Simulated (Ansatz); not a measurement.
# ZrHO (sextet): from Hartree-Fock to the top rungs, def2-TZVPP

The task here is to estimate one member of a computed series from the others.

Method: def2-TZVPP, core rule «outside noble gas», up to 5 orbitals frozen; program: Ansatz 0.2.0, Gaussian basis.

The runs, in order: UHF; ROHF; CCSD(T) on UHF.

## The system

The geometry is a PBE0/def2-TZVP stationary point (not a proven minimum) of the parent state, kept for this charge and spin. No spin-orbit coupling is included. Elements past krypton take def2 core potentials.

3 atoms, charge 0, spin multiplicity 6.

Atoms are counted from 1 here; the program's logs count them from 0.

Bond lengths: Zr1–O2 1.794 Å, Zr1–H3 2.024 Å. Angles: O2–Zr1–H3 157.5°.

Set-up of the first run:

Input file in.yaml:

```yaml
crystal:
  periodic: [false, false, false]
  atoms:
    - {symbol: Zr, position_ang: [0.000000, -0.023129, 0.246823]}
    - {symbol: O, position_ang: [0.000000, 0.092157, -1.543566]}
    - {symbol: H, position_ang: [0.000000, 0.630453, 2.162781]}
basis:
  gaussian: {orbitals: def2-TZVPP}
magnetization: {spin_polarized: true, initial_magnetization: 5}
hamiltonian: {xc: hf}
output: {orbitals: {seedname: orbitals}}
```

Command:

```bash
$ ansatz run in.yaml --threads 1 --pin off --events-out ev --progress --plain --max-ram 3968MiB --backend cpu
```

Steps of the session up to this table: UHF; ROHF; CCSD(T) on UHF.

One table of the session follows, with a row left open; its other results are not shown here.

It belongs to the step «Misses and costs». 

```
  method  from UCCSD(T) (kcal/mol)
    ROHF                         ?
     UHF                   +167.60
    UMP2                    +16.65
   UCCSD                     +6.24
UCCSD(T)                         0
```

**Question.** Estimate the row for ROHF.

The run gave: from UCCSD(T) (kcal/mol): +172.24. In the column «from UCCSD(T) (kcal/mol)» it is the highest.
